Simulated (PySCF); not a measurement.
# C₂H₆BP: magnetic properties

Wanted: magnetic properties for C₂H₆BP (`[BH3-][PH+]1C=C1`).

Computed with PySCF 2.14.0 and routines of our own; the level stands in each step. Atoms count from 0.

## Step 1: The system as given

10 atoms, charge 0, multiplicity 1; geometry from: GFN2-xTB.

## Step 2: Relaxing the molecule at PBE0-D3(BJ)/def2-SVP

Job settings and geometry (Å):

```
{"job": {"xc": "PBE0", "basis": "def2-SVP", "d3": "d3bj", "grid": 1, "kind": "geom"}, "charge": 0, "multiplicity": 1}
B     -1.701137    -0.078573     0.367650
P      0.113559    -0.574480    -0.135947
C      1.332532     0.554195    -0.873518
C      1.635502     0.277726     0.378287
H     -2.367119    -0.326611    -0.584316
H     -1.965453    -0.747609     1.312148
H     -1.585972     1.082538     0.601085
H      0.600335    -1.836805    -0.539144
H      1.625261     1.146109    -1.713845
H      2.321374     0.508165     1.165073
```

Started as:

```sh
$ OMP_NUM_THREADS=1 python excited_run.py task.json out
```

The driver reads the jobs from task.json and runs them one after another.

The program printed:

```text
step   0  E = -445.47915500  max force = 0.023800
step   1  E = -445.48310423  max force = 0.008706
step   2  E = -445.48366388  max force = 0.002904
step   3  E = -445.48371107  max force = 0.001112
step   4  E = -445.48372631  max force = 0.000438
step   5  E = -445.48372970  max force = 0.000323
optimisation converged
```

It took 11 s on 1 thread of Arm Neoverse V1, shared host; peak memory 0.46 GiB.

The steps of the relaxation:

```csv
step,energy from step 0 (eV),largest force component (eV/Å)
0,0.0000,1.2238
1,-0.1075,0.4477
2,-0.1227,0.1493
3,-0.1240,0.0572
4,-0.1244,0.0225
5,-0.1245,0.0166
```

Distances of close pairs at the start and the end, largest changes first:

```csv
bond,before (Å),after (Å),change (Å)
B0–P1,1.947,1.910,-0.038
B0–H5,1.187,1.223,+0.036
B0–H4,1.188,1.223,+0.035
P1–C3,1.819,1.789,-0.029
B0–H6,1.190,1.219,+0.029
P1–C2,1.818,1.789,-0.028
C2–H8,1.069,1.090,+0.021
C3–H9,1.069,1.090,+0.021
```

The next job starts from the end point, and lists it.

```csv
at the end point,value
point group (found at 0.08 Å tolerance),Cs
"rotational constants (GHz, main isotopes)","15.971, 4.131, 4.038"
dipole moment (D),4.96
```

## Step 3: Magnetic properties: GIAO B97-2/aug-pcSseg-1

Job settings and geometry (Å):

```
{"job": {"kind": "mag", "xc": "B97-2", "basis": "aug-pcSseg-1"}, "charge": 0, "multiplicity": 1}
B     -1.687158     0.004999     0.342287
P      0.093243    -0.493565    -0.135139
C      1.394242     0.496712    -0.862107
C      1.648422     0.213272     0.397054
H     -2.331899    -0.283043    -0.656049
H     -1.926106    -0.720965     1.297169
H     -1.625049     1.195570     0.596573
H      0.340678    -1.849663    -0.489847
H      1.755857     1.053768    -1.726662
H      2.349939     0.391427     1.212330
```

Method: GIAO B97-2/aug-pcSseg-1 magnetisability, rotational g tensor and spin-rotation constants, non-relativistic, gas phase.

The program printed:

```text
coarse grid: 8608 points
cycle   1  E = -445.8170798246  dE =  4.536e-01  |g| = 3.715e-01  |ddm| = 3.940e+00
cycle   2  E = -445.8191637834  dE = -2.084e-03  |g| = 3.589e-01  |ddm| = 1.675e+00
cycle   3  E = -445.8666710145  dE = -4.751e-02  |g| = 3.098e-02  |ddm| = 7.852e-01
cycle   4  E = -445.8669235473  dE = -2.525e-04  |g| = 1.284e-02  |ddm| = 1.014e-01
cycle   5  E = -445.8669647766  dE = -4.123e-05  |g| = 3.958e-03  |ddm| = 3.356e-02
cycle   6  E = -445.8669698965  dE = -5.120e-06  |g| = 1.061e-03  |ddm| = 1.162e-02
final grid: 77784 points
cycle   7  E = -445.8860812382  dE = -2.959e-05  |g| = 2.599e-03  |ddm| = 8.832e-02
cycle   8  E = -445.8860809535  dE =  2.846e-07  |g| = 2.661e-03  |ddm| = 9.710e-03
cycle   9  E = -445.8860829483  dE = -1.995e-06  |g| = 6.944e-04  |ddm| = 5.271e-03
cycle  10  E = -445.8860830309  dE = -8.251e-08  |g| = 3.824e-04  |ddm| = 1.426e-03
cycle  11  E = -445.8860830697  dE = -3.886e-08  |g| = 2.966e-05  |ddm| = 5.950e-04
cycle  12  E = -445.8860830699  dE = -1.384e-10  |g| = 1.987e-05  |ddm| = 1.023e-04
converged SCF energy = -445.8860830699

Magnetisability tensor (1e-30 J/T^2)
     -806.49      143.81       69.75
      143.81     -937.61      -99.85
       69.75      -99.85     -659.81
isotropic -801.31   principal values   -1066.53   -714.21   -623.17
isotropic susceptibility -48.256 1e-6 cm^3/mol

Inertial axes            a          b          c
rot. const./GHz     15.9712     4.1311     4.0377
chi total           -46.726    -37.531    -60.510
chi diamagnetic    -152.752   -376.214   -381.236
chi paramagnetic    106.026    338.684    320.726
quadrupole/D A       -6.010      5.035      0.975
g nuclear            0.7078     0.6041     0.6046
g electronic        -0.7955    -0.6573    -0.6084
g total             -0.0877    -0.0532    -0.0038

Spin-rotation constants (kHz, H = +C I.J)
atom  isotope        aa         bb         cc
  0    11B        1.982      0.550      0.346
  1    31P       20.641      6.830      1.877
  4     1H       -0.916     -0.089     -0.342
  5     1H       -0.926     -0.092     -0.336
  6     1H       -1.326     -0.439      0.024
  7     1H       -1.537     -0.356      0.112
  8     1H       -0.440      0.127     -0.360
  9     1H       -0.449      0.139     -0.369
  2    13C*       7.166      1.411      0.666
* in the singly substituted isotopologue
```

Wall time 11 s (1 thread of Arm Neoverse V1, shared host); peak memory 0.7 GiB.

In short:

```csv
quantity,value
magnetisability,-801·10⁻³⁰ J/T²
molar susceptibility,-48.3·10⁻⁶ cm³/mol
"rotational g (a, b, c)","-0.0877, -0.0532, -0.0038"
```

## Step 4: Magnetic properties: GIAO BP86/aug-pcSseg-1

The job, as its differences from that of step 3:

```diff
@@ -1,2 +1,2 @@
-{"job": {"kind": "mag", "xc": "B97-2", "basis": "aug-pcSseg-1"}, "charge": 0, "multiplicity": 1}
+{"job": {"kind": "mag", "xc": "BP86", "basis": "aug-pcSseg-1"}, "charge": 0, "multiplicity": 1}
 B     -1.687158     0.004999     0.342287
```

Method: GIAO BP86/aug-pcSseg-1 magnetisability, rotational g tensor and spin-rotation constants, non-relativistic, gas phase.

The program printed:

```text
coarse grid: 8608 points
cycle   1  E = -445.8191890023  dE =  3.864e-01  |g| = 5.077e-01  |ddm| = 4.041e+00
cycle   2  E = -445.7335152990  dE =  8.567e-02  |g| = 6.824e-01  |ddm| = 2.606e+00
cycle   3  E = -445.9038918791  dE = -1.704e-01  |g| = 6.911e-02  |ddm| = 1.726e+00
cycle   4  E = -445.9055191367  dE = -1.627e-03  |g| = 2.643e-02  |ddm| = 2.695e-01
cycle   5  E = -445.9057260028  dE = -2.069e-04  |g| = 7.682e-03  |ddm| = 8.715e-02
cycle   6  E = -445.9057399094  dE = -1.391e-05  |g| = 3.196e-03  |ddm| = 1.818e-02
cycle   7  E = -445.9057424561  dE = -2.547e-06  |g| = 1.273e-03  |ddm| = 6.925e-03
final grid: 77784 points
cycle   8  E = -445.9391607871  dE = -1.980e-05  |g| = 4.590e-03  |ddm| = 1.325e-01
cycle   9  E = -445.9391372581  dE =  2.353e-05  |g| = 1.036e-02  |ddm| = 2.150e-02
cycle  10  E = -445.9391657136  dE = -2.846e-05  |g| = 1.875e-03  |ddm| = 1.630e-02
cycle  11  E = -445.9391666939  dE = -9.803e-07  |g| = 3.399e-04  |ddm| = 3.078e-03
cycle  12  E = -445.9391666955  dE = -1.593e-09  |g| = 1.531e-04  |ddm| = 1.089e-03
cycle  13  E = -445.9391667032  dE = -7.635e-09  |g| = 3.123e-05  |ddm| = 4.024e-04
cycle  14  E = -445.9391666977  dE =  5.448e-09  |g| = 6.290e-06  |ddm| = 9.145e-05
cycle  15  E = -445.9391666977  dE = -1.194e-11  |g| = 2.016e-06  |ddm| = 2.202e-05
converged SCF energy = -445.9391666977

Magnetisability tensor (1e-30 J/T^2)
     -807.57      143.72       72.29
      143.72     -932.09     -101.18
       72.29     -101.18     -649.13
isotropic -796.26   principal values   -1063.71   -713.41   -611.67
isotropic susceptibility -47.952 1e-6 cm^3/mol

Inertial axes            a          b          c
rot. const./GHz     15.9712     4.1311     4.0377
chi total           -46.807    -36.838    -60.211
chi diamagnetic    -153.161   -376.305   -381.412
chi paramagnetic    106.355    339.467    321.201
quadrupole/D A       -5.698      4.806      0.891
g nuclear            0.7078     0.6041     0.6046
g electronic        -0.7980    -0.6588    -0.6093
g total             -0.0902    -0.0547    -0.0047

Spin-rotation constants (kHz, H = +C I.J)
atom  isotope        aa         bb         cc
  0    11B        2.072      0.589      0.365
  1    31P       21.501      7.008      2.042
  4     1H       -0.921     -0.084     -0.343
  5     1H       -0.932     -0.087     -0.337
  6     1H       -1.331     -0.442      0.027
  7     1H       -1.530     -0.351      0.122
  8     1H       -0.461      0.139     -0.368
  9     1H       -0.470      0.151     -0.378
  2    13C*       7.217      1.484      0.701
* in the singly substituted isotopologue
```

It took 18 s on 1 thread of Arm Neoverse V1, shared host; peak memory 0.54 GiB.

Key values:

```csv
quantity,value
magnetisability,-796·10⁻³⁰ J/T²
molar susceptibility,-48.0·10⁻⁶ cm³/mol
"rotational g (a, b, c)","-0.0902, -0.0547, -0.0047"
```

## Step 5: Magnetic properties: GIAO B3LYP/IGLO-III

The job, as its differences from that of step 4:

```diff
@@ -1,2 +1,2 @@
-{"job": {"kind": "mag", "xc": "BP86", "basis": "aug-pcSseg-1"}, "charge": 0, "multiplicity": 1}
+{"job": {"kind": "mag", "xc": "B3LYP", "basis": "IGLO-III"}, "charge": 0, "multiplicity": 1}
 B     -1.687158     0.004999     0.342287
```

Method: GIAO B3LYP/IGLO-III magnetisability, rotational g tensor and spin-rotation constants, non-relativistic, gas phase.

The program printed:

```text
coarse grid: 8608 points
cycle   1  E = -445.9438583587  dE =  4.126e-01  |g| = 4.497e-01  |ddm| = 2.207e+00
cycle   2  E = -445.9384355198  dE =  5.423e-03  |g| = 4.384e-01  |ddm| = 9.265e-01
cycle   3  E = -446.0019205230  dE = -6.349e-02  |g| = 4.398e-02  |ddm| = 5.181e-01
cycle   4  E = -446.0024430854  dE = -5.226e-04  |g| = 1.619e-02  |ddm| = 5.452e-02
cycle   5  E = -446.0025194865  dE = -7.640e-05  |g| = 4.838e-03  |ddm| = 1.882e-02
cycle   6  E = -446.0025242564  dE = -4.770e-06  |g| = 1.604e-03  |ddm| = 5.141e-03
final grid: 77784 points
cycle   7  E = -446.0075654413  dE = -3.203e-05  |g| = 2.603e-03  |ddm| = 2.352e-02
cycle   8  E = -446.0075639976  dE =  1.444e-06  |g| = 3.362e-03  |ddm| = 4.496e-03
cycle   9  E = -446.0075667926  dE = -2.795e-06  |g| = 1.009e-03  |ddm| = 2.578e-03
cycle  10  E = -446.0075670256  dE = -2.330e-07  |g| = 2.481e-04  |ddm| = 6.986e-04
cycle  11  E = -446.0075670423  dE = -1.668e-08  |g| = 4.225e-05  |ddm| = 2.290e-04
cycle  12  E = -446.0075670426  dE = -2.852e-10  |g| = 1.405e-05  |ddm| = 3.865e-05
converged SCF energy = -446.0075670426

Magnetisability tensor (1e-30 J/T^2)
     -792.42      144.80       73.87
      144.80     -927.27     -105.26
       73.87     -105.26     -628.42
isotropic -782.71   principal values   -1058.00   -700.39   -589.73
isotropic susceptibility -47.136 1e-6 cm^3/mol

Inertial axes            a          b          c
rot. const./GHz     15.9712     4.1311     4.0377
chi total           -45.899    -35.517    -59.991
chi diamagnetic    -153.208   -376.816   -381.816
chi paramagnetic    107.310    341.298    321.826
quadrupole/D A       -6.162      5.129      1.033
g nuclear            0.7078     0.6041     0.6046
g electronic        -0.8052    -0.6624    -0.6105
g total             -0.0973    -0.0582    -0.0059

Spin-rotation constants (kHz, H = +C I.J)
atom  isotope        aa         bb         cc
  0    11B        2.132      0.605      0.377
  1    31P       21.725      7.282      2.068
  4     1H       -0.907     -0.085     -0.345
  5     1H       -0.917     -0.088     -0.339
  6     1H       -1.336     -0.445      0.031
  7     1H       -1.543     -0.359      0.127
  8     1H       -0.447      0.135     -0.367
  9     1H       -0.456      0.147     -0.376
  2    13C*       7.435      1.516      0.694
* in the singly substituted isotopologue
```

Wall time 16 s (1 thread of Arm Neoverse V1, shared host); peak memory 0.87 GiB.

From this job:

```csv
quantity,value
magnetisability,-783·10⁻³⁰ J/T²
molar susceptibility,-47.1·10⁻⁶ cm³/mol
"rotational g (a, b, c)","-0.0973, -0.0582, -0.0059"
```

## Step 6: Magnetic properties: GIAO B3LYP/aug-cc-pVDZ

The job, as its differences from that of step 5:

```diff
@@ -1,2 +1,2 @@
-{"job": {"kind": "mag", "xc": "B3LYP", "basis": "IGLO-III"}, "charge": 0, "multiplicity": 1}
+{"job": {"kind": "mag", "xc": "B3LYP", "basis": "aug-cc-pVDZ"}, "charge": 0, "multiplicity": 1}
 B     -1.687158     0.004999     0.342287
```

Method: GIAO B3LYP/aug-cc-pVDZ magnetisability, rotational g tensor and spin-rotation constants, non-relativistic, gas phase.

The program printed:

```text
coarse grid: 8608 points
cycle   1  E = -445.8832878318  dE =  4.759e-01  |g| = 3.840e-01  |ddm| = 9.117e+00
cycle   2  E = -445.8805775068  dE =  2.710e-03  |g| = 3.850e-01  |ddm| = 3.050e+00
cycle   3  E = -445.9370102370  dE = -5.643e-02  |g| = 2.940e-02  |ddm| = 1.446e+00
cycle   4  E = -445.9372763045  dE = -2.661e-04  |g| = 1.176e-02  |ddm| = 1.262e-01
cycle   5  E = -445.9373201416  dE = -4.384e-05  |g| = 2.144e-03  |ddm| = 4.348e-02
cycle   6  E = -445.9373214304  dE = -1.289e-06  |g| = 1.024e-03  |ddm| = 8.837e-03
final grid: 77784 points
cycle   7  E = -445.9524505542  dE = -1.057e-05  |g| = 3.821e-03  |ddm| = 1.498e-01
cycle   8  E = -445.9524451340  dE =  5.420e-06  |g| = 5.785e-03  |ddm| = 2.524e-02
cycle   9  E = -445.9524546583  dE = -9.524e-06  |g| = 8.340e-04  |ddm| = 1.422e-02
cycle  10  E = -445.9524548463  dE = -1.880e-07  |g| = 1.654e-04  |ddm| = 1.957e-03
cycle  11  E = -445.9524548535  dE = -7.224e-09  |g| = 6.133e-05  |ddm| = 5.674e-04
cycle  12  E = -445.9524548547  dE = -1.190e-09  |g| = 9.924e-06  |ddm| = 2.408e-04
cycle  13  E = -445.9524548547  dE = -3.195e-11  |g| = 2.289e-06  |ddm| = 4.656e-05
converged SCF energy = -445.9524548547

Magnetisability tensor (1e-30 J/T^2)
     -814.30      145.46       73.14
      145.46     -945.86     -103.66
       73.14     -103.66     -654.19
isotropic -804.79   principal values   -1077.67   -720.68   -616.01
isotropic susceptibility -48.465 1e-6 cm^3/mol

Inertial axes            a          b          c
rot. const./GHz     15.9712     4.1311     4.0377
chi total           -47.195    -37.100    -61.101
chi diamagnetic    -153.466   -376.965   -382.027
chi paramagnetic    106.270    339.866    320.926
quadrupole/D A       -6.075      5.033      1.041
g nuclear            0.7078     0.6041     0.6046
g electronic        -0.7974    -0.6596    -0.6088
g total             -0.0895    -0.0554    -0.0042

Spin-rotation constants (kHz, H = +C I.J)
atom  isotope        aa         bb         cc
  0    11B        1.932      0.526      0.329
  1    31P       18.530      6.061      1.599
  4     1H       -0.937     -0.085     -0.349
  5     1H       -0.948     -0.088     -0.344
  6     1H       -1.353     -0.448      0.030
  7     1H       -1.573     -0.364      0.110
  8     1H       -0.445      0.131     -0.372
  9     1H       -0.455      0.143     -0.381
  2    13C*       6.645      1.363      0.594
* in the singly substituted isotopologue
```

It took 11 s on 1 thread of Arm Neoverse V1, shared host; peak memory 0.66 GiB.

In short:

```csv
quantity,value
magnetisability,-805·10⁻³⁰ J/T²
molar susceptibility,-48.5·10⁻⁶ cm³/mol
"rotational g (a, b, c)","-0.0895, -0.0554, -0.0042"
```

## Step 7: Magnetic properties: GIAO B3LYP/6-311G**

The job, as its differences from that of step 6:

```diff
@@ -1,2 +1,2 @@
-{"job": {"kind": "mag", "xc": "B3LYP", "basis": "aug-cc-pVDZ"}, "charge": 0, "multiplicity": 1}
+{"job": {"kind": "mag", "xc": "B3LYP", "basis": "6-311G**"}, "charge": 0, "multiplicity": 1}
 B     -1.687158     0.004999     0.342287
```

Level: GIAO B3LYP/6-311G** magnetisability, rotational g tensor and spin-rotation constants, non-relativistic, gas phase.

The program printed:

```text
coarse grid: 8608 points
cycle   1  E = -445.9260493162  dE =  4.384e-01  |g| = 4.323e-01  |ddm| = 2.460e+00
cycle   2  E = -445.9224241761  dE =  3.625e-03  |g| = 4.243e-01  |ddm| = 1.074e+00
cycle   3  E = -445.9833671896  dE = -6.094e-02  |g| = 3.455e-02  |ddm| = 5.850e-01
cycle   4  E = -445.9837087978  dE = -3.416e-04  |g| = 1.342e-02  |ddm| = 5.523e-02
cycle   5  E = -445.9837622847  dE = -5.349e-05  |g| = 3.594e-03  |ddm| = 1.818e-02
cycle   6  E = -445.9837649184  dE = -2.634e-06  |g| = 1.116e-03  |ddm| = 3.716e-03
final grid: 77784 points
cycle   7  E = -445.9822592518  dE = -1.134e-05  |g| = 2.671e-03  |ddm| = 1.191e-02
cycle   8  E = -445.9822570225  dE =  2.229e-06  |g| = 3.931e-03  |ddm| = 5.133e-03
cycle   9  E = -445.9822608819  dE = -3.859e-06  |g| = 8.659e-04  |ddm| = 3.275e-03
cycle  10  E = -445.9822610717  dE = -1.898e-07  |g| = 1.472e-04  |ddm| = 7.056e-04
cycle  11  E = -445.9822610772  dE = -5.489e-09  |g| = 4.948e-05  |ddm| = 1.965e-04
cycle  12  E = -445.9822610779  dE = -7.386e-10  |g| = 1.510e-05  |ddm| = 7.027e-05
converged SCF energy = -445.9822610779

Magnetisability tensor (1e-30 J/T^2)
     -809.93      146.14       73.99
      146.14     -943.31     -104.98
       73.99     -104.98     -646.92
isotropic -800.06   principal values   -1075.67   -716.24   -608.26
isotropic susceptibility -48.180 1e-6 cm^3/mol

Inertial axes            a          b          c
rot. const./GHz     15.9712     4.1311     4.0377
chi total           -46.929    -36.633    -60.979
chi diamagnetic    -153.438   -377.384   -382.254
chi paramagnetic    106.508    340.751    321.275
quadrupole/D A       -6.472      5.395      1.077
g nuclear            0.7078     0.6041     0.6046
g electronic        -0.7992    -0.6613    -0.6094
g total             -0.0913    -0.0572    -0.0049

Spin-rotation constants (kHz, H = +C I.J)
atom  isotope        aa         bb         cc
  0    11B        2.051      0.582      0.361
  1    31P       21.441      7.119      1.911
  4     1H       -0.930     -0.084     -0.346
  5     1H       -0.941     -0.087     -0.341
  6     1H       -1.365     -0.442      0.027
  7     1H       -1.571     -0.364      0.105
  8     1H       -0.473      0.122     -0.375
  9     1H       -0.483      0.134     -0.385
  2    13C*       7.227      1.441      0.661
* in the singly substituted isotopologue
```

Run time: 6.8 s. Hardware: 1 thread of Arm Neoverse V1, shared host; peak memory 0.53 GiB.

From this job:

```csv
quantity,value
magnetisability,-800·10⁻³⁰ J/T²
molar susceptibility,-48.2·10⁻⁶ cm³/mol
"rotational g (a, b, c)","-0.0913, -0.0572, -0.0049"
```

## Step 8: Magnetic properties: GIAO B3LYP/cc-pVTZ

The job, as its differences from that of step 7:

```diff
@@ -1,2 +1,2 @@
-{"job": {"kind": "mag", "xc": "B3LYP", "basis": "6-311G**"}, "charge": 0, "multiplicity": 1}
+{"job": {"kind": "mag", "xc": "B3LYP", "basis": "cc-pVTZ"}, "charge": 0, "multiplicity": 1}
 B     -1.687158     0.004999     0.342287
```

Method: GIAO B3LYP/cc-pVTZ magnetisability, rotational g tensor and spin-rotation constants, non-relativistic, gas phase.

The program printed:

```text
coarse grid: 8608 points
cycle   1  E = -445.9385819092  dE =  4.391e-01  |g| = 4.253e-01  |ddm| = 6.457e+00
cycle   2  E = -445.9344342359  dE =  4.148e-03  |g| = 4.262e-01  |ddm| = 1.988e+00
cycle   3  E = -445.9970497226  dE = -6.262e-02  |g| = 3.505e-02  |ddm| = 1.027e+00
cycle   4  E = -445.9973865025  dE = -3.368e-04  |g| = 1.558e-02  |ddm| = 9.026e-02
cycle   5  E = -445.9974611567  dE = -7.465e-05  |g| = 4.572e-03  |ddm| = 3.435e-02
cycle   6  E = -445.9974659817  dE = -4.825e-06  |g| = 1.529e-03  |ddm| = 9.443e-03
final grid: 77784 points
cycle   7  E = -446.0030568445  dE = -2.870e-05  |g| = 2.205e-03  |ddm| = 5.923e-02
cycle   8  E = -446.0030558235  dE =  1.021e-06  |g| = 2.908e-03  |ddm| = 8.857e-03
cycle   9  E = -446.0030579112  dE = -2.088e-06  |g| = 8.492e-04  |ddm| = 5.089e-03
cycle  10  E = -446.0030580858  dE = -1.746e-07  |g| = 1.736e-04  |ddm| = 1.422e-03
cycle  11  E = -446.0030580945  dE = -8.692e-09  |g| = 3.354e-05  |ddm| = 3.952e-04
cycle  12  E = -446.0030580948  dE = -3.465e-10  |g| = 7.506e-06  |ddm| = 7.401e-05
converged SCF energy = -446.0030580948

Magnetisability tensor (1e-30 J/T^2)
     -797.14      145.76       73.35
      145.76     -933.03     -104.87
       73.35     -104.87     -636.59
isotropic -788.92   principal values   -1064.15   -704.52   -598.09
isotropic susceptibility -47.510 1e-6 cm^3/mol

Inertial axes            a          b          c
rot. const./GHz     15.9712     4.1311     4.0377
chi total           -46.163    -36.021    -60.346
chi diamagnetic    -153.115   -376.665   -381.691
chi paramagnetic    106.952    340.644    321.345
quadrupole/D A       -6.112      5.082      1.030
g nuclear            0.7078     0.6041     0.6046
g electronic        -0.8025    -0.6611    -0.6096
g total             -0.0946    -0.0570    -0.0050

Spin-rotation constants (kHz, H = +C I.J)
atom  isotope        aa         bb         cc
  0    11B        2.014      0.564      0.354
  1    31P       20.908      6.943      1.928
  4     1H       -0.905     -0.084     -0.342
  5     1H       -0.916     -0.087     -0.336
  6     1H       -1.331     -0.444      0.032
  7     1H       -1.540     -0.360      0.118
  8     1H       -0.425      0.133     -0.362
  9     1H       -0.435      0.145     -0.372
  2    13C*       7.184      1.447      0.665
* in the singly substituted isotopologue
```

It took 16 s on 1 thread of Arm Neoverse V1, shared host; peak memory 0.86 GiB.

From this job:

```csv
quantity,value
magnetisability,-789·10⁻³⁰ J/T²
molar susceptibility,-47.5·10⁻⁶ cm³/mol
"rotational g (a, b, c)","-0.0946, -0.0570, -0.0050"
```

## Step 9: The levels compared

```csv
level,ξ (10⁻³⁰ J/T²),g(a),g(b),gap (eV),functions,time
GIAO B97-2/aug-pcSseg-1,-801,-0.0877,-0.0532,6.47,165,11 s
GIAO BP86/aug-pcSseg-1,-796,-0.0902,-0.0547,4.54,165,18 s
GIAO B3LYP/IGLO-III,-783,-0.0973,-0.0582,6.39,209,16 s
GIAO B3LYP/aug-cc-pVDZ,-805,-0.0895,-0.0554,6.31,150,11 s
GIAO B3LYP/6-311G**,-800,-0.0913,-0.0572,6.52,116,6.8 s
GIAO B3LYP/cc-pVTZ,-789,-0.0946,-0.0570,6.44,208,16 s
```

## Step 10: Outcome

| quantity | value |
| --- | --- |
| point group | Cs |
| rotational constants (main isotopes) | 15.97, 4.13, 4.04 GHz |
| magnetisability (step 3, GIAO B97-2/aug-pcSseg-1) | -801·10⁻³⁰ J/T² |
| molar susceptibility (step 3, GIAO B97-2/aug-pcSseg-1) | -48.3·10⁻⁶ cm³/mol |
| rotational g (a, b, c) (step 3, GIAO B97-2/aug-pcSseg-1) | -0.0877, -0.0532, -0.0038 |
| magnetisability over the levels | -805 to -783·10⁻³⁰ J/T² |

What this shows: The optimisation took 5 steps and gained 0.124 eV; among the close pairs (by a distance rule), B0–P1 changed most, from 1.947 to 1.910 Å. No frequency check was run at this level, so the end point may be a saddle. The magnetisability spreads by 2.8 % over 6 levels, from GIAO B3LYP/aug-cc-pVDZ (11 s) to GIAO B3LYP/IGLO-III (16 s); the runs took 6.8 s to 18 s. Vibrational averaging and real surroundings are missing from these values.
